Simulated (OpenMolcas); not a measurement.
# Zr²⁺ among point charges: CASSCF levels and susceptibility

Aim: the splitting of the states of Zr²⁺ in the field of 3 point charges, its lowest levels with spin-orbit coupling and its magnetic susceptibility.

Method: state-averaged CASSCF, spin-orbit coupling by RASSI with atomic mean-field integrals. Code: OpenMolcas 26.06.

1 further run of the same task is left out (it didn't finish).

## 1. The atom as given

- Species: Zr²⁺ (zirconium, Z = 40, 38 electrons)
- Basis: ANO-RCC-VDZP [6s5p3d1f], 43 functions
- Scalar Hamiltonian: DKH2, point nucleus
- Inactive shells: 1s 2s 2p 3s 3p 3d 4s 4p
- Active space: 2 electrons in 5 orbitals (4d)
- Some configurations of this space: 4d²
- Orbitals: optimised for each spin and parity, averaged over all roots

Outer shells as boxes (Hund's rule):

4d2
```
4d [↑ ][↑ ][  ][  ][  ]
```

The ion sits among 3 point charges of -2.5 e arranged as a planar triangle (D3h), 1.98 Å from the ion. The active orbitals were held to one l.

Each step is its own input file, run in one work folder so that later steps find the files of earlier ones. Labels, J, g values, rates, χT and fits are worked out afterwards by a script from the matrices that RASSI stores.

## 2. One- and two-electron integrals

a.inp reads:

```
&GATEWAY
Coord
1

Zr 0.0 0.0 0.0
Basis=ANO-RCC-VDZP
Group=NoSym
NoMove
AngMom=0.0 0.0 0.0
AMFI
XField
3 Angstrom 0
1.980000 0.000000 0.000000 -2.500000
-0.990000 1.714730 0.000000 -2.500000
-0.990000 -1.714730 0.000000 -2.500000
&SEWARD
```

Started as:

```
$ OMP_NUM_THREADS=1 MOLCAS_MEM=1689 MOLCAS_PROJECT=a pymolcas a.inp > a.log
```

Standard output:

```text
Basis set label: ZR.ANO-RCC...6S5P3D1F.

      Electronic valence basis set:
      ------------------
      Associated Effective Charge  40.000000 au
      Associated Actual Charge     40.000000 au
      Nuclear Model: Point charge

      Shell  nPrim  nBasis  Cartesian Spherical Contaminant
         s      21       6        X
         p      18       5        X
         d      13       3                 X
         f       6       1                 X
                  Relativistic Douglas-Kroll-Hess integrals:
                    - DKH order of Hamiltonian: 2
                    - DKH order of Properties : 0
                  Atomic mean-field integrals
```

## 3. Reference wave functions, triplets, 10 roots

a.inp reads:

```
&RASSCF
FileOrb=start.orb
Symmetry=1
Spin=3
nActEl=2 0 0
Inactive=18
Ras2=5
CIRoot=10 10 1
SDav=10
CIMx=300
Iter=120 100
PrWF=0.3
OrbListing=Nothing
MaxOrb=0
SupSym
1
15 10 11 12 13 14 19 20 21 22 23 32 33 34 35 36
>>> COPY $Project.JobIph JOB001
```

Started as:

```
$ OMP_NUM_THREADS=1 MOLCAS_MEM=1689 MOLCAS_PROJECT=a pymolcas a.inp > a.log
```

start.orb holds the contracted functions of the basis, ordered by shell, or the orbitals of the step before.

Standard output:

```text
Wave function specifications:
      -----------------------------

      Number of closed shell electrons          36
      Number of electrons in active shells       2
      Max number of holes in RAS1 space          0
      Max nr of electrons in RAS3 space          0
      Number of inactive orbitals               18
      Number of active orbitals                  5
      Number of secondary orbitals              20
      Spin quantum number                      1.0
      State symmetry                             1
Orbital specifications:
      -----------------------

      Symmetry species                           1
                                                 a
      Frozen orbitals                            0
      Inactive orbitals                         18
      Active orbitals                            5
      RAS1 orbitals                              0
      RAS2 orbitals                              5
      RAS3 orbitals                              0
      Secondary orbitals                        20
      Deleted orbitals                           0
      Number of basis functions                 43
      Number of CSFs                            10
      Number of root(s) required                10
      Iter CI   SX   CI       RASSCF       Energy    max ROT     max BLB   max BLB  Level Ln srch  Step   QN
          iter iter root      energy       change     param      element    value   shift minimum  type update
 Nr of preliminary CI iterations:   1
      Total energies have been shifted. Add                -3000.00 au
        1   1    7    0  -599.20004145    0.00E+00   9.08E-02   17  39 1  1.37E-01*  0.14   0.00    SX    NO
        2   1    6    0  -599.22851962   -2.85E-02*  3.09E-02   17  39 1  2.18E-02*  0.11   0.00    SX    NO
        3   1    6    0  -599.23031407   -1.79E-03*  9.53E-03   17  27 1  4.57E-03*  0.10   0.00    SX    NO
        4   1    5    0  -599.23042212   -1.08E-04*  2.07E-03   18  28 1 -1.75E-03*  0.10   0.00    SX    NO
        5   1    5    0  -599.23042904   -6.92E-06*  9.62E-04   18  28 1 -3.93E-04*  0.10   1.29    QN   YES
        6   1    4    0  -599.23042955   -5.07E-07*  5.38E-05   17  30 1  9.54E-05   0.10   0.94    QN   YES
        7   1    4    0  -599.23042956   -9.48E-09   1.55E-05   11  33 1 -9.44E-06   0.10   0.93    QN   YES
      Convergence after  7 iterations
        8   1    4    0  -599.23042956   -2.53E-10   1.55E-05   18  28 1 -2.17E-06   0.10   0.93    QN   YES
      Natural orbitals and occupation numbers for root  1
      sym 1:   0.001489   0.998511   0.000000   0.998511   0.001489
      Natural orbitals and occupation numbers for root  2
      sym 1:   0.007541   0.007541   0.992459   0.992459  -0.000000
      Natural orbitals and occupation numbers for root  3
      sym 1:   0.007541   0.007541   0.992459   0.992459  -0.000000
::    RASSCF root number  1 Total energy:  -3599.38460625
::    RASSCF root number  2 Total energy:  -3599.34892924
::    RASSCF root number  3 Total energy:  -3599.34892923
::    RASSCF root number  4 Total energy:  -3599.21855682
::    RASSCF root number  5 Total energy:  -3599.21855682
::    RASSCF root number  6 Total energy:  -3599.20140903
::    RASSCF root number  7 Total energy:  -3599.20140903
::    RASSCF root number  8 Total energy:  -3599.19217626
::    RASSCF root number  9 Total energy:  -3599.19217622
::    RASSCF root number 10 Total energy:  -3598.99754672
```

## 4. CASSCF: singlets, 15 roots

a.inp reads:

```
&RASSCF
FileOrb=start.orb
Symmetry=1
Spin=1
nActEl=2 0 0
Inactive=18
Ras2=5
CIRoot=15 15 1
SDav=15
CIMx=300
Iter=120 100
PrWF=0.3
OrbListing=Nothing
MaxOrb=0
SupSym
1
15 10 11 12 13 14 19 20 21 22 23 32 33 34 35 36
>>> COPY $Project.JobIph JOB002
```

Started as:

```
$ OMP_NUM_THREADS=1 MOLCAS_MEM=1689 MOLCAS_PROJECT=a pymolcas a.inp > a.log
```

Standard output:

```text
Wave function specifications:
      -----------------------------

      Number of closed shell electrons          36
      Number of electrons in active shells       2
      Max number of holes in RAS1 space          0
      Max nr of electrons in RAS3 space          0
      Number of inactive orbitals               18
      Number of active orbitals                  5
      Number of secondary orbitals              20
      Spin quantum number                      0.0
      State symmetry                             1
Orbital specifications:
      -----------------------

      Symmetry species                           1
                                                 a
      Frozen orbitals                            0
      Inactive orbitals                         18
      Active orbitals                            5
      RAS1 orbitals                              0
      RAS2 orbitals                              5
      RAS3 orbitals                              0
      Secondary orbitals                        20
      Deleted orbitals                           0
      Number of basis functions                 43
      Number of CSFs                            15
      Number of root(s) required                15
      Iter CI   SX   CI       RASSCF       Energy    max ROT     max BLB   max BLB  Level Ln srch  Step   QN
          iter iter root      energy       change     param      element    value   shift minimum  type update
 Nr of preliminary CI iterations:   1
      Total energies have been shifted. Add                -3000.00 au
        1   1    4    0  -599.19094405    0.00E+00  -1.80E-02   23  36 1 -5.05E-03*  0.09   0.00    SX    NO
        2   1    6    0  -599.19127707   -3.33E-04*  2.76E-03   18  30 1 -4.84E-03*  0.08   0.00    SX    NO
        3   1    5    0  -599.19130810   -3.10E-05*  1.85E-03   11  35 1  7.80E-04*  0.08   0.00    SX    NO
        4   1    5    0  -599.19131145   -3.35E-06*  3.30E-04   17  29 1 -5.41E-04*  0.08   0.00    SX    NO
        5   1    5    0  -599.19131183   -3.77E-07*  1.84E-04   11  35 1  1.01E-04*  0.08   0.86    QN   YES
        6   1    4    0  -599.19131188   -4.85E-08*  4.80E-05   16  28 1  1.10E-05   0.08   1.17    QN   YES
        7   1    3    0  -599.19131188   -1.41E-09   9.57E-07   16  28 1  1.50E-06   0.08   1.02    QN   YES
      Convergence after  7 iterations
        8   1    3    0  -599.19131188    3.18E-12   9.57E-07   16  28 1  2.36E-07   0.08   1.02    QN   YES
      Natural orbitals and occupation numbers for root  1
      sym 1:  -0.000000   0.998300   0.001700   0.998300   0.001700
      Natural orbitals and occupation numbers for root  2
      sym 1:   0.001700   0.998300   0.001700   0.998300  -0.000000
      Natural orbitals and occupation numbers for root  3
      sym 1:   0.003626   0.893368   0.206012   0.893368   0.003626
::    RASSCF root number  1 Total energy:  -3599.35237552
::    RASSCF root number  2 Total energy:  -3599.35237552
::    RASSCF root number  3 Total energy:  -3599.32812530
::    RASSCF root number  4 Total energy:  -3599.32355149
::    RASSCF root number  5 Total energy:  -3599.32355148
::    RASSCF root number  6 Total energy:  -3599.28392082
::    RASSCF root number  7 Total energy:  -3599.18379037
::    RASSCF root number  8 Total energy:  -3599.18379037
::    RASSCF root number  9 Total energy:  -3599.16929460
::    RASSCF root number 10 Total energy:  -3599.16929460
::    RASSCF root number 11 Total energy:  -3599.15014174
::    RASSCF root number 12 Total energy:  -3599.15014170
::    RASSCF root number 13 Total energy:  -3598.97606134
::    RASSCF root number 14 Total energy:  -3598.97606134
::    RASSCF root number 15 Total energy:  -3598.94720202
```

## 5. State interaction with spin-orbit coupling

a.inp reads:

```
&RASSI
NrOfJobIphs=2 10 15
1 2 3 4 5 6 7 8 9 10
1 2 3 4 5 6 7 8 9 10 11 12 13 14 15
IphNames
JOB001
JOB002
EJob
SpinOrbit
DIPRint=1.0
SOCoupling=1000.0
Subsets=2
Property=9
'ANGMOM' 1 'ANGMOM' 2 'ANGMOM' 3 'MLTPL  1' 1 'MLTPL  1' 2 'MLTPL  1' 3
'AMFI' 1 'AMFI' 2 'AMFI' 3
SOProperty=3
'ANGMOM' 1 'ANGMOM' 2 'ANGMOM' 3
```

Standard output:

```text
SPIN-FREE ENERGIES:
  (Shifted by EMIN (a.u.) =      -3599.3846062507)

 SF State       Relative EMIN(au)   Rel lowest level(eV)    D:o, cm**(-1)      L_eff

     1             0.0000000000        0.0000000000              0.0000         2.7
    11             0.0322307330        0.8770429254           7073.8283         3.2
    12             0.0322307330        0.8770429254           7073.8283         3.2
     2             0.0356770151        0.9708210392           7830.1997         2.2
     3             0.0356770198        0.9708211665           7830.2008         2.2
    13             0.0564809538        1.5369250483          12396.1365         3.5
    14             0.0610547646        1.6613847821          13399.9720         3.7
    15             0.0610547686        1.6613848912          13399.9728         3.7
    16             0.1006854354        2.7397902730          22097.8988         2.2
     4             0.1660494315        4.5184352172          36443.6378         3.0
     5             0.1660494315        4.5184352172          36443.6378         3.0
     6             0.1831972217        4.9850503593          40207.1427         2.1
     7             0.1831972229        4.9850503903          40207.1430         2.1
     8             0.1924299883        5.2362867377          42233.5008         3.0
     9             0.1924300276        5.2362878065          42233.5094         3.0
    17             0.2008158852        5.4644786170          44073.9924         2.4
    18             0.2008158852        5.4644786170          44073.9924         2.4
    19             0.2153116483        5.8589284245          47255.4446         3.9
    20             0.2153116483        5.8589284245          47255.4446         3.9
    21             0.2344645093        6.3801043235          51459.0117         3.1
    22             0.2344645490        6.3801054034          51459.0205         3.1
    10             0.3870595350       10.5324265078          84949.7488         1.4
    23             0.4085449123       11.1170734085          89665.2440         4.0
    24             0.4085449123       11.1170734085          89665.2440         4.0
    25             0.4374042350       11.9023755842          95999.1332         1.3
     Dipole printing threshold changed to   1.00000000E+00

++ Dipole transition strengths (spin-free states):
   -----------------------------------------------
     for osc. strength at least  1.00000000E+00

  ( Max oscillator strength is only    3.0573623356391972E-035 )
--
Eigenvalues of complex Hamiltonian:
   -----------------------------------
  (Shifted by EMIN (a.u.) =      -3599.3846062507)

 SO State       Relative EMIN(au)   Rel lowest level(eV)    D:o, cm**(-1)     J-value

     1            -0.0001149405        0.0000000000              0.0000         2.9
     2            -0.0000697070        0.0012308664              9.9276         2.8
     3            -0.0000697070        0.0012308666              9.9276         2.8
     4             0.0316992862        0.8657092094           6982.4157         2.5
     5             0.0316992862        0.8657092101           6982.4157         2.5
     6             0.0350927613        0.9580503717           7727.1974         2.3
     7             0.0351090098        0.9584925160           7730.7635         2.2
     8             0.0356957202        0.9744577202           7859.5316         2.4
     9             0.0356957249        0.9744578470           7859.5326         2.4
    10             0.0367448934        1.0030071774           8089.7985         2.2
    11             0.0367448934        1.0030071767           8089.7985         2.2
    12             0.0564972294        1.5404956217          12424.9351         3.5
    13             0.0610760742        1.6650923367          13429.8754         3.6
    14             0.0610760782        1.6650924456          13429.8763         3.6
    15             0.1007686447        2.7451822012          22141.3877         2.2
    16             0.1633701375        4.4486556014          35880.8272         1.5
    17             0.1633701376        4.4486556047          35880.8272         1.5
    18             0.1659656555        4.5192832466          36450.4776         1.7
    19             0.1659656555        4.5192832466          36450.4776         1.7
    20             0.1686816440        4.5931890579          37046.5682         1.6
    21             0.1686816440        4.5931890579          37046.5682         1.6
    22             0.1816769082        4.9468082098          39898.6990         2.1
    23             0.1816864060        4.9470666595          39900.7835         2.1
    24             0.1826861585        4.9742713117          40120.2038         2.1
    25             0.1826861596        4.9742713416          40120.2041         2.1
    26             0.1845892268        5.0260564383          40537.8790         2.0
    27             0.1845892269        5.0260564414          40537.8791         2.0
    28             0.1904402236        5.1852701712          41822.0244         2.7
    29             0.1904402236        5.1852701718          41822.0244         2.7
    30             0.1924843004        5.2408923353          42270.6474         2.8
    31             0.1924843393        5.2408933927          42270.6559         2.8
    32             0.1944994845        5.2957282886          42712.9292         2.6
    33             0.1944994845        5.2957282886          42712.9292         2.6
    34             0.2012462826        5.4793180164          44193.6802         2.2
    35             0.2012462826        5.4793180169          44193.6802         2.2
    36             0.2154142695        5.8648485807          47303.1939         2.8
    37             0.2154142695        5.8648485807          47303.1939         2.8
    38             0.2346079613        6.3871355400          51515.7223         2.4
    39             0.2346080007        6.3871366148          51515.7310         2.4
    40             0.3867491337       10.5271077463          84906.8501         1.9
    41             0.3870713556       10.5358758533          84977.5696         1.7
Weights of the five most important spin-orbit-free states for each spin-orbit state.

 SO State  Total energy (au)           Spin-free states, spin, and weights
 -------------------------------------------------------------------------------------------------------
    1        -0.000115       1 1.0  0.9972    2 1.0  0.0012    3 1.0  0.0012   13 0.0  0.0003    6 1.0  0.0000
    2        -0.000070       1 1.0  0.9985    2 1.0  0.0011   15 0.0  0.0003    7 1.0  0.0000   17 0.0  0.0000
    3        -0.000070       1 1.0  0.9985    3 1.0  0.0011   14 0.0  0.0003    6 1.0  0.0000   18 0.0  0.0000
    4         0.031699      12 0.0  0.8982    2 1.0  0.0508    3 1.0  0.0508    4 1.0  0.0001    5 1.0  0.0001
    5         0.031699      11 0.0  0.8982    2 1.0  0.0508    3 1.0  0.0508    5 1.0  0.0001    4 1.0  0.0001
    6         0.035093       2 1.0  0.4978    3 1.0  0.4978    1 1.0  0.0025   16 0.0  0.0013   13 0.0  0.0006
    7         0.035109       2 1.0  0.5000    3 1.0  0.5000    6 1.0  0.0000    7 1.0  0.0000   12 0.0  0.0000
    8         0.035696       2 1.0  0.9984    1 1.0  0.0011   15 0.0  0.0005    8 1.0  0.0000    9 1.0  0.0000
    9         0.035696       3 1.0  0.9984    1 1.0  0.0011   14 0.0  0.0005    8 1.0  0.0000    9 1.0  0.0000
   10         0.036745       3 1.0  0.4491    2 1.0  0.4491   12 0.0  0.1017    8 1.0  0.0001   22 0.0  0.0000
   11         0.036745       3 1.0  0.4491    2 1.0  0.4491   11 0.0  0.1017    9 1.0  0.0001   21 0.0  0.0000
   12         0.056497      13 0.0  0.9989    3 1.0  0.0003    2 1.0  0.0003    1 1.0  0.0003    6 1.0  0.0001
```

These steps: 4.4 s of run time, 1 thread, shared host.

Spin-free states, with their symmetry labels:

```csv
state,degeneracy,E (cm-1),free-ion L (%)
3A2,1,0,F (84)
1E,2,7074,G (53)
3E,2,7830,F (53)
1A1,1,12396,G (77)
1E,2,13400,G (83)
1A1,1,22098,D (49)
triplet,2,36444,F (100)
3E,2,40207,P (53)
3E,2,42234,F (100)
1E,2,44074,D (83)
singlet,2,47255,G (100)
1E,2,51459,D (53)
3A2,1,84950,P (84)
1E,2,89665,G (100)
1A1,1,95999,S (53)
```

With spin-orbit coupling:

```
E (cm-1)  Degeneracy  Label  2S+1                g
     0.0           1     A1     3                 
     9.9           2      E     3   0.00 0.00 4.00
    6982           2      E     1   0.00 0.00 4.20
    7727           1     A1     3                 
    7731           1     A2     3                 
    7860           2      E     3   0.00 0.00 2.00
    8090           2      E     3   0.00 0.00 5.80
   12425           1     A1     1                 
   13430           2      E     1   0.00 0.00 2.00
   22141           1     A1     1                 
   35881           2      E     3   0.00 0.00 2.00
   36450           2            3   0.00 0.00 6.00
   37047           2      E     3  0.00 0.00 10.00
   39899           1     A2     3                 
   39901           1     A1     3                 
   40120           2      E     3   0.00 0.00 1.96
   40538           2      E     3   0.00 0.00 5.98
   41822           2      E     3   0.00 0.00 0.05
   42271           2      E     3   0.00 0.00 4.02
   42713           2            3   0.00 0.00 8.00
   44194           2      E     1   0.00 0.00 1.99
   47303           2            1   0.00 0.00 6.01
   51516           2      E     1   0.00 0.00 4.00
   84907           1     A1     3
```

Labels of spin-orbit levels are those of the rotation subgroup (D3 for D3h). Principal g values are given for doublets only; a zero marks a field direction without first-order Zeeman splitting.

Powder χT (cm³ K/mol): 0.24 at 2 K, 0.56 at 5 K, 0.79 at 10 K, 0.88 at 20 K, 0.91 at 50 K, 0.92 at 100 K, 0.93 at 150 K, 0.94 at 200 K, 0.95 at 250 K, 0.96 at 300 K.

Orbitals of the lowest block (energies include the constant potential of the surroundings):

```csv
shell,space,energy (hartree),mean occupation,⟨r²⟩ (bohr²)
1s,inactive,-663.5124,2.000,0.00182
2s,inactive,-93.3930,2.000,0.0310
2p,inactive,-82.9456,6.000,0.0245
3s,inactive,-15.2901,2.000,0.238
3p,inactive,-11.7799,6.000,0.246
3d,inactive,-5.9997,10.000,0.245
4s,inactive,-1.0894,2.000,1.68
4p,inactive,-0.0802,6.000,2.14
4d,RAS2,,2.000,6.32
```

## 6. Results

| quantity | value |
| --- | --- |
| method | CASSCF |
| spin-free ground state | 3A2, 1-fold in its orbital part |
| first state of the same spin within the active space | 3E at 7830 cm⁻¹ |
| lowest level | 1-fold A1 |
| next level | 9.9 cm⁻¹ |
| χT at 300 K | 0.96 cm³ K/mol |
| effective moment at 300 K | 2.77 μB |

**Reading.** The spin-free ground state (3A2) comes to 84 % from free-ion F terms and keeps the highest spin of the shell. χT at 300 K is 0.96, against 1.00 cm³ K/mol for the spin alone; near agreement at one temperature doesn't show that the orbital moment is quenched. The field of point charges can differ much from that of real complexes. This is an electrostatic model: the charges have no orbitals.
